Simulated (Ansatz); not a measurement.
# B2O: a line through an energy map

One line of a two-coordinate grid on B₂O (P-3m1, No. 164; 6 atoms in the cell): shift of B3 along [0 0 1] is varied, at volume per atom at fixed shape = 8.545 Å³.

Computed with Ansatz 0.2.0 (DFT PBE+D3(BJ), scalar-relativistic, plane waves, PAW, unless a step's input says otherwise).

72 further runs of the same task are left out: 72 set aside as unsound or not needed.

## (1) The starting structure

The structure is trigonal, space group P-3m1 (No. 164). The conventional cell has a = 2.546 Å, b = 2.546 Å, c = 9.678 Å, α = 90.00°, β = 90.00°, γ = 120.00°. B (site symmetry 3m) has 3 O at 1.57 Å and 1 B at 1.74 Å as nearest neighbours. B (site symmetry 3m) has 3 B at 1.58 Å as nearest neighbours. O (site symmetry 3m) has 3 B at 1.57 Å as nearest neighbours.

As a file:

```cif
data_structure
_symmetry_space_group_name_H-M 'P 1'
_symmetry_Int_Tables_number 1
_cell_length_a 2.5456
_cell_length_b 2.5456
_cell_length_c 9.6777
_cell_angle_alpha 90.000
_cell_angle_beta 90.000
_cell_angle_gamma 120.000
_cell_volume 54.31
loop_
_atom_site_label
_atom_site_type_symbol
_atom_site_fract_x
_atom_site_fract_y
_atom_site_fract_z
_atom_site_occupancy
B1 B 0.00000 0.00000 0.40990 1
B2 B 0.00000 0.00000 0.59010 1
B3 B 0.66667 0.33333 0.02935 1
B4 B 0.33333 0.66667 0.97065 1
O1 O 0.66667 0.33333 0.35258 1
O2 O 0.33333 0.66667 0.64742 1
```

This cell was relaxed beforehand with the same method: volume 9.05 Å³/atom, gap on the mesh none (metal).

## (2) The scan

Atoms count from 1 in the order of the input.

The energy is mapped over a free internal coordinate and the cell.

The axes are (1) shift of B3 along [0 0 1], its symmetry partners moved as symmetry demands (measured in the relaxed cell): 11 values from −0.189 Å; (2) volume per atom at fixed shape: 11 values from 7.784 to 10.319 Å³.

Nothing else is relaxed (all other coordinates fixed). Energies count from the relaxed crystal. Points are written as (first, second).

## (3) Point (−0.189 Å, 8.545 Å³)

input.yaml

```yaml
crystal:
  lattice:
    - [2.4971787081, 0.0, 0.0]
    - [-1.248589354, 2.162620199, 0.0]
    - [0.0, 0.0, 9.4936548633]
  atoms:
    - { symbol: B, position: [0.0, 0.0, 0.4099026039] }
    - { symbol: B, position: [0.0, 0.0, 0.5900973961] }
    - { symbol: B, position: [0.6666666667, 0.3333333333, 0.0098167991] }
    - { symbol: B, position: [0.3333333333, 0.6666666667, 0.9901832009] }
    - { symbol: O, position: [0.6666666667, 0.3333333333, 0.3525784977] }
    - { symbol: O, position: [0.3333333333, 0.6666666667, 0.6474215023] }
basis:
  ecutwfc: 520.0
kpoints:
  mp_grid: { grid: [18, 18, 4] }
hamiltonian:
  xc: pbe
  dispersion: d3bj
scf:
  occupations: { method: gaussian, width: 0.15 }
output:
  forces: true
  stress: true
  eigenvalues: true
  write_density: true
  write_potential: true
  elf: true
  volumetric_format: npy
```

The run is started by

```console
$ ansatz run input.yaml --threads 2 --pin off --max-ram 4096MiB --backend cpu --events-out ev --progress --plain --runs-dir out
```

Log, shortened:

```text
Warning: RAYON_NUM_THREADS=2 ignored (pool sized by the plan → 2); use --threads N
[...]
Pseudopotentials: kind: paw
Pseudopotential: B, paw, valence charge 3, recommended cutoff 420 eV (normal), B.paw.azcp
Pseudopotential: O, paw, valence charge 6, recommended cutoff 420 eV (normal), O.paw.azcp
Functional definition: PBE
[...]
Crystal: 6 atoms, lattice volume = 51.270 Å³
Basis set: ecut = 520 eV, 1379 PW (Γ), exchange–correlation on 40×40×144 points (8 copies of the dense FFT grid, shifted against one another)
Bands: 18, of which v1, the nominal top of the filled ones, is band 12 counted from 1 (11 counted from 0)
Symmetry: 12 space group operations
Space group: P-3m1 (ITA 164), of the structure as read, at distance tolerance 3.7e-5 Å
k-points: 138 of 1296
[...]
SCF iter   1: F=—  HF=-1756.691864 eV  |F-HF|=—  |Δ(HF+E_count)|=         —  Δρ=1.43e-2  dr2=3.39e-1  ethr=1.77e-3  ⟨swp⟩=5.7  Hψ=13298  notcnv=0
[...]
SCF iter   8: F=-1756.540556 eV  HF=-1756.540556 eV  |F-HF|=4.36e-9  |Δ(HF+E_count)|=   1.27e-7  Δρ=5.41e-6  dr2=1.47e-8  ethr=4.17e-10  ⟨swp⟩=15.6  Hψ=19717  notcnv=0
[...]
SCF converged after 8 iterations
Free energy (F): -1756.540556 eV
[...]
E sigma→0 (E₀):  -1756.535013 eV
Entropy (-TS):   -0.011086 eV (-1.848 meV/atom)
Fermi energy:    6.661548 eV
[...]
--- Forces (eV/Å), atoms counted from 1 ---
  atom   1  B      0.00000000     0.00000000    -0.11848339
  atom   2  B     -0.00000000    -0.00000000     0.11848339
  atom   3  B      0.00000000     0.00000000     1.40629693
  atom   4  B     -0.00000000    -0.00000000    -1.40629693
  atom   5  O      0.00000000     0.00000000    -0.57572953
  atom   6  O     -0.00000000    -0.00000000     0.57572953
[...]
--- Stress (GPa, compression-positive) ---
       35.873303       0.000000      -0.000000
        0.000000      35.873303      -0.000000
       -0.000000      -0.000000       6.394538
  P = ⅓ Tr σ = 26.0470 GPa (260.470 kbar)
--- Band table (eV; the first three rows and the last of 138) ---
  k-point 0: bands = ["-17.3488", "-16.7530", "-5.6900", "-4.0736", "0.2561", "1.5625", "1.5625", "1.6652", "1.6652", "2.6224", "5.4555", "10.0834", "10.0834", "12.5368", "12.5993", "13.8733", "13.8733", "14.0822"]
[...]
```

It took 7 s on 2 threads of Arm Neoverse V1, shared host; peak memory 0.42 GiB.

Density in a lattice plane of the grid's cell (edges 2.50 and 9.49 Å, at 0.333 of the third edge), which holds B and O.

Ten even steps from ' ' (0.02 e/Å³) to '@' (7.25 e/Å³):
```
            
            
            
            
            
            
......      
  ..        
            
            
            
      ::==::
..  ..++@@++
      ::==::
            
            
            
            
            
..  ....  ..
```
Columns run along the first of these edges and rows up along the second, over one cell in 6 and 20 even steps from the bottom left corner. Atoms in the plane (fractional): B at (0.67, 0.01), O at (0.67, 0.35).

ELF in the same plane.

Ten even steps from ' ' (0.01) to '@' (0.87):
```
%%**%%##--##
++==++++==++
............
            
..--::      
++##++..    
##@@##::  ..
**@@**..  ..
--==--..  ..
++##++..  ..
--==----==--
**::**%%%%%%
##::##%%--%%
++  ++@@@@@@
..  ::##@@##
            
............
++==++++==++
%%**%%++  ++
@@##@@++  **
```
Columns run along the first of these edges and rows up along the second, over one cell in 6 and 20 even steps from the bottom left corner. Atoms in the plane (fractional): B at (0.67, 0.01), O at (0.67, 0.35).

Both are smooth fields of the valence electrons: close to the nuclei they are not physical.

The highest ELF values outside the cores: 1.00 on the B–B line, 0.9 Å from B; 0.90 beside O, off the lines to its neighbours, 0.6 Å from O; 0.88 on the B–O line, 0.7 Å from B.

That is 107 meV/atom from the zero.

## (4) The run at (−0.151 Å, 8.545 Å³)

input.yaml: that of step 3 with these lines changed.

```diff
@@ -8,4 +8,4 @@
     - { symbol: B, position: [0.0, 0.0, 0.5900973961] }
-    - { symbol: B, position: [0.6666666667, 0.3333333333, 0.0098167991] }
-    - { symbol: B, position: [0.3333333333, 0.6666666667, 0.9901832009] }
+    - { symbol: B, position: [0.6666666667, 0.3333333333, 0.0137226966] }
+    - { symbol: B, position: [0.3333333333, 0.6666666667, 0.9862773034] }
     - { symbol: O, position: [0.6666666667, 0.3333333333, 0.3525784977] }
```

The run is started by

```console
$ ansatz run input.yaml --threads 2 --pin off --max-ram 4096MiB --backend cpu --events-out ev --progress --plain --runs-dir out
```

Log, shortened:

```text
Warning: RAYON_NUM_THREADS=2 ignored (pool sized by the plan → 2); use --threads N
[...]
[... 4 set-up lines as earlier in the session ...]
[...]
Crystal: 6 atoms, lattice volume = 51.270 Å³
Basis set: ecut = 520 eV, 1379 PW (Γ), exchange–correlation on 40×40×144 points (8 copies of the dense FFT grid, shifted against one another)
Bands: 18, of which v1, the nominal top of the filled ones, is band 12 counted from 1 (11 counted from 0)
[... 2 set-up lines as earlier in the session ...]
k-points: 138 of 1296
[...]
SCF iter   1: F=—  HF=-1756.775400 eV  |F-HF|=—  |Δ(HF+E_count)|=         —  Δρ=1.37e-2  dr2=2.74e-1  ethr=1.77e-3  ⟨swp⟩=5.8  Hψ=13329  notcnv=0
[...]
SCF converged after 8 iterations
Free energy (F): -1756.655585 eV
[...]
E sigma→0 (E₀):  -1756.648438 eV
Entropy (-TS):   -0.014294 eV (-2.382 meV/atom)
Fermi energy:    6.823524 eV
[...]
--- Forces (eV/Å), atoms counted from 1 ---
  atom   1  B      0.00000000     0.00000000    -0.12106309
  atom   2  B     -0.00000000    -0.00000000     0.12106309
  atom   3  B      0.00000000    -0.00000000     1.66072542
  atom   4  B      0.00000000     0.00000000    -1.66072542
  atom   5  O      0.00000000     0.00000000    -0.57232689
  atom   6  O     -0.00000000    -0.00000000     0.57232689
[...]
--- Stress (GPa, compression-positive) ---
       32.158643       0.000000      -0.000000
        0.000000      32.158643      -0.000000
       -0.000000      -0.000000       6.916940
  P = ⅓ Tr σ = 23.7447 GPa (237.447 kbar)
--- Band table (eV; the first three rows and the last of 138) ---
  k-point 0: bands = ["-17.3466", "-16.7508", "-5.6736", "-4.0715", "0.2545", "1.5647", "1.5647", "1.6673", "1.6673", "2.6852", "5.4502", "10.3033", "10.3033", "12.4803", "12.5442", "13.8756", "13.8756", "13.9184"]
[...]
```

Wall time 7.1 s (2 threads of Arm Neoverse V1, shared host); peak memory 0.42 GiB.

Density in a lattice plane of the grid's cell (edges 2.50 and 9.49 Å, at 0.333 of the third edge), which holds B and O.

Ten even steps from '0' (0.02 e/Å³) to '9' (7.24 e/Å³):
```
000000
000000
000000
000000
000000
000000
111000
010000
000000
000000
000000
000242
101595
000242
000000
000000
000000
000000
000000
101101
```
Columns run along the first of these edges and rows up along the second, over one cell in 6 and 20 even steps from the bottom left corner. Atoms in the plane (fractional): B at (0.67, 0.01), O at (0.67, 0.35).

ELF in the same plane.

Ten even steps from ' ' (0.01) to '@' (0.87):
```
%%**%%##==##
++==++++++++
............
            
..--::      
++##++..    
##@@##::  ..
**@@**..  ..
--==--..  ..
++##++..  ..
--==----==--
**::**%%%%%%
##::##%%--%%
++  ++@@@@@@
..  ::##@@##
            
............
++==++++==++
%%**%%++  ++
@@##@@++  **
```
Columns run along the first of these edges and rows up along the second, over one cell in 6 and 20 even steps from the bottom left corner. Atoms in the plane (fractional): B at (0.67, 0.01), O at (0.67, 0.35).

Both are smooth fields of the valence electrons: close to the nuclei they are not physical.

Outside the cores ELF peaks at 1.00 on the B–B line, 0.9 Å from B; 0.90 beside O, off the lines to its neighbours, 0.6 Å from O; 0.88 on the B–O line, 0.7 Å from B.

On the map this point reads 88 meV/atom.

## (5) Point (−0.113 Å, 8.545 Å³)

input.yaml: that of step 4 with these lines changed.

```diff
@@ -8,4 +8,4 @@
     - { symbol: B, position: [0.0, 0.0, 0.5900973961] }
-    - { symbol: B, position: [0.6666666667, 0.3333333333, 0.0137226966] }
-    - { symbol: B, position: [0.3333333333, 0.6666666667, 0.9862773034] }
+    - { symbol: B, position: [0.6666666667, 0.3333333333, 0.0176285941] }
+    - { symbol: B, position: [0.3333333333, 0.6666666667, 0.9823714059] }
     - { symbol: O, position: [0.6666666667, 0.3333333333, 0.3525784977] }
@@ -25,5 +25 @@
   eigenvalues: true
-  write_density: true
-  write_potential: true
-  elf: true
-  volumetric_format: npy
```

The run is started by

```console
$ ansatz run input.yaml --threads 2 --pin off --max-ram 4096MiB --backend cpu --events-out ev --progress --plain --runs-dir out
```

Log, shortened:

```text
Warning: RAYON_NUM_THREADS=2 ignored (pool sized by the plan → 2); use --threads N
[...]
[... 4 set-up lines as earlier in the session ...]
[...]
Crystal: 6 atoms, lattice volume = 51.270 Å³
Basis set: ecut = 520 eV, 1379 PW (Γ), exchange–correlation on 40×40×144 points (8 copies of the dense FFT grid, shifted against one another)
Bands: 18, of which v1, the nominal top of the filled ones, is band 12 counted from 1 (11 counted from 0)
[... 2 set-up lines as earlier in the session ...]
k-points: 138 of 1296
[...]
SCF iter   1: F=—  HF=-1756.870109 eV  |F-HF|=—  |Δ(HF+E_count)|=         —  Δρ=1.31e-2  dr2=2.09e-1  ethr=1.77e-3  ⟨swp⟩=5.8  Hψ=13253  notcnv=0
[...]
SCF converged after 8 iterations
Free energy (F): -1756.781566 eV
[...]
E sigma→0 (E₀):  -1756.773121 eV
Entropy (-TS):   -0.016891 eV (-2.815 meV/atom)
Fermi energy:    7.011819 eV
[...]
--- Forces (eV/Å), atoms counted from 1 ---
  atom   1  B      0.00000000     0.00000000    -0.12359534
  atom   2  B     -0.00000000    -0.00000000     0.12359534
  atom   3  B     -0.00000000     0.00000000     1.70167493
  atom   4  B      0.00000000     0.00000000    -1.70167493
  atom   5  O      0.00000000     0.00000000    -0.56693006
  atom   6  O     -0.00000000    -0.00000000     0.56693006
[...]
--- Stress (GPa, compression-positive) ---
       27.733685      -0.000000      -0.000000
       -0.000000      27.733685      -0.000000
       -0.000000      -0.000000       7.366212
  P = ⅓ Tr σ = 20.9445 GPa (209.445 kbar)
--- Band table (eV; the first three rows and the last of 138) ---
  k-point 0: bands = ["-17.3381", "-16.7422", "-5.6660", "-4.0634", "0.2562", "1.5733", "1.5733", "1.6759", "1.6759", "2.7506", "5.4482", "10.5649", "10.5649", "12.2859", "12.5587", "13.7535", "13.8844", "13.8844"]
[...]
```

It took 5.1 s on 2 threads of Arm Neoverse V1, shared host; peak memory 0.41 GiB.

Energy on the map's scale: 67 meV/atom.

[end of part 1 of 2]
